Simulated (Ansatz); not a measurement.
# InSb: how the settings move a relaxation

How sensitive is a relaxation of InSb to its settings? A reference run comes first, then one run with altered input.

Method: reference: DFT, PBEsol, PAW with Ansatz's default frozen-core files, scalar-relativistic; relaxation of cell and atoms, in Ansatz 0.2.0.

## Step 1: Starting point

The structure is cubic, space group F-43m (No. 216). Conventional cell: a = 6.478 Å, b = 6.478 Å, c = 6.478 Å, α = 90.00°, β = 90.00°, γ = 90.00°. In (site symmetry -43m) has 4 Sb at 2.81 Å as nearest neighbours. Sb (site symmetry -43m) has 4 In at 2.81 Å as nearest neighbours.

Coordinates:

```
In Sb
1.0
     0.00000    3.23910    3.23910
     3.23910    0.00000    3.23910
     3.23910    3.23910    0.00000
In Sb
1 1
Direct
  0.00000 0.00000 0.00000
  0.75000 0.75000 0.75000
```

## Step 2: The reference run

input.yaml reads:

```yaml
crystal:
  lattice:
    - [0.0, 3.2391, 3.2391]
    - [3.2391, 0.0, 3.2391]
    - [3.2391, 3.2391, 0.0]
  atoms:
    - { symbol: In, position: [0.0, 0.0, 0.0] }
    - { symbol: Sb, position: [0.75, 0.75, 0.75] }
kpoints:
  mp_grid: { grid: [8, 8, 8] }
scf:
  occupations: { method: fermi_dirac, width: 0.1 }
hamiltonian:
  xc: pbesol
  pseudopotentials: { kind: paw }
relax:
  f_tol: 0.002
  max_steps: 80
  cell: {}
output:
  forces: true
  stress: true
  write_density: true
  write_potential: true
  elf: true
  volumetric_format: npy
```

The run is started by

```bash
$ ansatz run input.yaml --threads 1 --pin off --max-ram 3072MiB --backend cpu --events-out ev --progress --plain --runs-dir out
```

From the output:

```text
[...]
Basis set: ecut = 420 eV, 1363 PW (Γ), exchange–correlation on 64×64×64 points (8 copies of the dense FFT grid, shifted against one another)
[...]
k-points: 29 of 512 (time reversal used)
[...]
SCF iter   1: F=—  HF=-11933.648241 eV  |F-HF|=—  |Δ(HF+E_count)|=         —  Δρ=3.40e-3  dr2=1.24e-2  ethr=1.77e-3  ⟨swp⟩=6.1  Hψ=2718  notcnv=0
preconditioner: auto → none  [insulator: Δε(μ)=0.448 eV  Ē_g=13.946 eV  σ=0.100 eV  W_gap=0.76  n_scr=14 (ndim 8)  ℏωp=19.1 eV  f_vac=0.112  D(μ)=0.06/eV (n_scr^D=0)  ε∞_Penn≈2.9]
SCF iter   2: F=—  HF=-11933.642373 eV  |F-HF|=—  |Δ(HF+E_count)|=   5.87e-3  Δρ=1.31e-3  dr2=8.74e-4  ethr=4.41e-5  ⟨swp⟩=2.1  Hψ=924  notcnv=0
[...]
relax step   1: F+E_penalty+E_count = -11933.64259499 eV  Δ(F+E_penalty+E_count) = +0.000e0 eV  max|allowed force component| = 1.943e-16 eV/Å  Δτ_max = 0.0000 Å  P = +0.863 GPa  Ω = 67.968 Å³  (6 SCF iters, dr2 threshold 1.00e-7 eV, accepted)
[...]
relax step   2: F+E_penalty+E_count = -11933.64456858 eV  Δ(F+E_penalty+E_count) = -1.974e-3 eV  max|allowed force component| = 4.626e-17 eV/Å  Δτ_max = 0.0000 Å  P = -0.462 GPa  Ω = 70.072 Å³  energy of the carried Pulay correction = -4.039e-4 eV  (5 SCF iter
[...]
relax step   3: F+E_penalty+E_count = -11933.64584096 eV  Δ(F+E_penalty+E_count) = -1.272e-3 eV  max|allowed force component| = 4.742e-17 eV/Å  Δτ_max = 0.0000 Å  P = -0.018 GPa  Ω = 69.324 Å³  energy of the carried Pulay correction = -2.618e-4 eV  (4 SCF iter
[...]
SCF iter   4: F=—  HF=-11933.646097 eV  |F-HF|=—  |Δ(HF+E_count)|=  2.06e-10  Δρ=5.67e-7  dr2=1.05e-10  ethr=1.85e-11  ⟨swp⟩=2.0  Hψ=784  notcnv=0
SCF iter   5: F=-11933.646097 eV  HF=-11933.646097 eV  |F-HF|=9.09e-12  |Δ(HF+E_count)|=  1.58e-10  Δρ=1.23e-7  dr2=8.99e-12  ethr=1.00e-12  ⟨swp⟩=6.3  Hψ=2509  notcnv=0
[...]
relax step   4: F+E_penalty+E_count = -11933.64609695 eV  Δ(F+E_penalty+E_count) = -2.560e-4 eV  max|allowed force component| = 7.286e-17 eV/Å  Δτ_max = 0.0000 Å  P = -0.020 GPa  Ω = 69.324 Å³  stress off target by 2.01e-2 GPa  SCF on the basis re-selected at 
[...]
SCF converged after 5 iterations
Free energy (F): -11933.646097 eV
[...]
E sigma→0 (E₀):  -11933.644745 eV
[...]
Fermi energy:    7.134332 eV
[...]
  P = ⅓ Tr σ = -0.0201 GPa (-0.201 kbar)
[...]
--- Relaxed structure (3 steps of the walk, 3 accepted, 1 SCFs on fresh bases) ---
[...]
```

It took 14 s on 1 thread of Arm Neoverse V1, shared host; peak memory 0.37 GiB.

## Step 3: Changed: ecutrho_ratio 6

input.yaml, as its differences from that of step 2:

```diff
@@ -22,5 +22,3 @@
   stress: true
-  write_density: true
-  write_potential: true
-  elf: true
-  volumetric_format: npy
+basis:
+  ecutrho_ratio: 6
```

The run is started by

```bash
$ ansatz run input.yaml --threads 1 --pin off --max-ram 3072MiB --backend cpu --events-out ev --progress --plain --runs-dir out
```

Output, shortened:

```text
[...]
Pseudopotentials: kind: paw
Pseudopotential: In, paw, valence charge 13, recommended cutoff 420 eV (normal), In.paw.azcp
Pseudopotential: Sb, paw, valence charge 15, recommended cutoff 420 eV (normal), Sb.paw.azcp
Functional definition: PBEsol
[...]
Crystal: 2 atoms, lattice volume = 67.968 Å³
Basis set: ecut = 420 eV, 1363 PW (Γ), exchange–correlation on 80×80×80 points (8 copies of the dense FFT grid, shifted against one another)
Bands: 18, of which v1, the nominal top of the filled ones, is band 14 counted from 1 (13 counted from 0)
Symmetry: 24 space group operations
Space group: F-43m (ITA 216), of the structure as read, at distance tolerance 4.1e-5 Å
k-points: 29 of 512 (time reversal used)
[...]
SCF iter   1: F=—  HF=-11933.648264 eV  |F-HF|=—  |Δ(HF+E_count)|=         —  Δρ=3.51e-3  dr2=1.27e-2  ethr=1.77e-3  ⟨swp⟩=6.0  Hψ=2718  notcnv=0
[...]
relax step   1: F+E_penalty+E_count = -11933.64259513 eV  Δ(F+E_penalty+E_count) = +0.000e0 eV  max|allowed force component| = 2.220e-16 eV/Å  Δτ_max = 0.0000 Å  P = +0.863 GPa  Ω = 67.968 Å³  (6 SCF iters, dr2 threshold 1.00e-7 eV, accepted)
[...]
relax step   3: F+E_penalty+E_count = -11933.64584108 eV  Δ(F+E_penalty+E_count) = -1.273e-3 eV  max|allowed force component| = 2.602e-17 eV/Å  Δτ_max = 0.0000 Å  P = -0.018 GPa  Ω = 69.324 Å³  energy of the carried Pulay correction = -2.617e-4 eV  (4 SCF iters, dr2 threshold 2.00e-7 eV, accepted)
[...]
relax step   4: F+E_penalty+E_count = -11933.64609707 eV  Δ(F+E_penalty+E_count) = -2.560e-4 eV  max|allowed force component| = 3.701e-17 eV/Å  Δτ_max = 0.0000 Å  P = -0.020 GPa  Ω = 69.324 Å³  stress off target by 2.01e-2 GPa  SCF on the basis re-selected at this cell (its energy is not [...]
SCF converged after 5 iterations
Free energy (F): -11933.646097 eV
[...]
E sigma→0 (E₀):  -11933.644745 eV
Entropy (-TS):   -0.002703 eV (-1.352 meV/atom)
Fermi energy:    7.134318 eV
[...]
--- Forces (eV/Å), atoms counted from 1 ---
  atom   1  In    -0.00000000    -0.00000000     0.00000000
  atom   2  Sb    -0.00000000     0.00000000     0.00000000
[...]
--- Stress (GPa, compression-positive) ---
       -0.020122      -0.000000       0.000000
       -0.000000      -0.020122       0.000000
       -0.000000       0.000000      -0.020122
  P = ⅓ Tr σ = -0.0201 GPa (-0.201 kbar)
--- Relaxed structure (3 steps of the walk, 3 accepted, 1 SCFs on fresh bases) ---
  F+E_penalty+E_count = -11933.64609707 eV   max|allowed force component| = 3.701e-17 eV/Å   (the final SCF, on the basis selected at the relaxed cell)
  cell:  # Å, volume = 69.3240 Å³
    - [-9.553822561679233e-34, 3.2605031478566944, 3.2605031478566944]
    - [3.2605031478566944, 9.834068023488487e-33, 3.2605031478566944]
    - [3.2605031478566944, 3.2605031478566944, 6.789583233833372e-33]
  atoms:
    - { symbol: In, position: [1.9705017462631047e-33, -1.6843562781588917e-33, -1.962450033957142e-33] }
    - { symbol: Sb, position: [0.75, 0.75, 0.75] }
```

Run time: 13 s. Hardware: 1 thread of Arm Neoverse V1, shared host; peak memory 0.39 GiB.

Changing the numerical grids hardly moves the energy: 0.0 meV/atom.

## Step 4: All runs together

```csv
run,ending,energy change,pressure (GPa),gap (eV),force (eV/Å),cycles,time
reference,converged,0,0.0,0.00,0.00,20,14 s
1: ecutrho_ratio 6,converged,0.0 meV/atom,0.0,0.00,0.00,20,13 s
```

Times don't compare one to one where runs were asked for different outputs or read a saved state (see the inputs); cycles may leave out searches for a lower state.

What this shows: Changing the numerical grids hardly moves the energy: 0.0 meV/atom. Semilocal functionals close small gaps, so the missing gap need not be the real solid's.
